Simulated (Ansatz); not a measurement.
# CaIr2S4: the cost of one run

Program: Ansatz 0.2.0. Level of theory: DFT PBE, scalar-relativistic, plane waves, PAW, unless a step names another level. These are calculated values, not measurements.

6 further runs of the same task are left out: 6 set aside as unsound or not needed. Runs told in other sessions of the task aren't counted.

### Step 1. Plan

Pauling electronegativities: Ca 1.00, Ir 2.20, S 2.58 (spread 1.58). The formula balances with common oxidation states: Ir +3, Ca +2, S -2. Tabulated atomic sizes suggest about 20 Å³/atom. 24 candidates were drawn, by swapping species into database cells of other compounds, at random by space group and Wyckoff sites, or by hand, as the table says:

| name | made from | space group no. | Wyckoff sites | atoms (primitive cell) | V (Å³/atom) |
| --- | --- | --- | --- | --- | --- |
| c01 | random | 216 | Ca 4c; Ir 4b, 4a; S 16e | 7 | 20.9 |
| c02 | database cell of ZrTi2Ga4 | 139 | Ca 2a; Ir 4d; S 8h | 7 | 20.3 |
| c03 | random | 189 | Ca 1b; Ir 2d; S 1a, 3g | 7 | 22.2 |
| c04 | database cell of BaP4Pd2 | 139 | Ca 2a; Ir 4d; S 8j | 7 | 20.0 |
| c05 | random | 166 | Ca 3a; Ir 6c; S 3b, 9e | 7 | 20.3 |
| c06 | random | 216 | Ca 4c; Ir 4a, 4d; S 16e | 7 | 20.0 |
| c07 | elements ordered on the sites of the Ge3As4, Ca/Ir on Ge | 111 | Ca 1c; Ir 2e; S 4n | 7 | 21.0 |
| c08 | random | 166 | Ca 3b; Ir 6c; S 9e, 3a | 7 | 23.6 |
| c09 | built by hand: spinel (MgAl2O4) | 227 | Ca 8a; Ir 16d; S 32e | 14 | 20.0 |
| c10 | random | 187 | Ca 1e; Ir 1f, 1d; S 3j, 1b | 7 | 23.8 |
| c11 | elements ordered on the sites of the W3N4, Ca/Ir on W | 123 | Ca 1c; Ir 2e; S 1d, 2f, 1b | 7 | 21.0 |
| c12 | random | 191 | Ca 1a; Ir 2c; S 4h | 7 | 25.1 |
| c13 | random | 191 | Ca 1a; Ir 2d; S 3f, 1b | 7 | 25.6 |
| c14 | random | 191 | Ca 1a; Ir 2d; S 2c, 2e | 7 | 24.5 |
| c15 | random | 191 | Ca 1b; Ir 2e; S 2c, 2d | 7 | 25.2 |
| c16 | built by hand: stage-2 Ca-intercalated 1T-IrS2 | 164 | Ca 1a; Ir 2c; S 2d, 2d | 7 | 20.0 |
| c17 | random | 164 | Ca 1b; Ir 2d; S 3f, 1a | 7 | 25.3 |
| c18 | random | 123 | Ca 1d; Ir 1c, 1b; S 4l | 7 | 24.0 |
| c19 | database cell of Ce2ZnBi4 | 115 | Ca 1b; Ir 2g; S 2g, 1c, 1d | 7 | 22.1 |
| c20 | random | 123 | Ca 1a; Ir 2h; S 2g, 1b, 1d | 7 | 22.1 |
| c21 | random | 164 | Ca 1a; Ir 2c; S 2d, 2d | 7 | 22.0 |
| c22 | random | 191 | Ca 1a; Ir 2e; S 3f, 1b | 7 | 25.6 |
| c23 | elements ordered on the sites of the CuAs, Ca/Ir/vacancy on Cu | 164 | Ca 1a; Ir 2c; S 2d, 2d | 7 | 21.0 |
| c24 | random | 216 | Ca 4c; Ir 4b, 4d; S 16e | 7 | 25.6 |

### Step 2. Screening run of c04

The input, input.yaml:

```yaml
crystal:
  lattice:
    - [-3.42259347, 3.42259347, 2.98749317]
    - [3.42259347, -3.42259347, 2.98749317]
    - [3.42259347, 3.42259347, -2.98749317]
  atoms:
    - { symbol: Ca, position: [0.0, 0.0, 0.0] }
    - { symbol: Ir, position: [0.75, 0.25, 0.5], spin: 1.0 }
    - { symbol: Ir, position: [0.25, 0.75, 0.5], spin: 1.0 }
    - { symbol: S, position: [0.27381487, 0.5, 0.77381487] }
    - { symbol: S, position: [0.5, 0.27381487, 0.77381487] }
    - { symbol: S, position: [0.5, 0.72618513, 0.22618513] }
    - { symbol: S, position: [0.72618513, 0.5, 0.22618513] }
basis:
  ecutwfc: 420
kpoints:
  mp_grid: { grid: [3, 3, 3] }
hamiltonian:
  xc: pbe
scf:
  occupations: { method: gaussian, width: 0.15 }
  lower_state_search: "off"
output:
  forces: true
  stress: true
  eigenvalues: true
  populations: true
magnetization:
  spin_polarized: true
relax:
  adjacent_minimum: "off"
  f_tol: 0.08
  max_steps: 16
  cell: { stress_tol: 0.8 }
```

Run with:

```bash
$ ansatz run input.yaml --threads 1 --pin off --max-ram 2560MiB --backend cpu --events-out ev --progress --plain --runs-dir out
```

**Question.** How long does this run take on 1 thread of Intel Xeon 6975P-C (Granite Rapids), shared host, and how much memory does it need?

About 23 s, with a peak of 0.53 GiB.
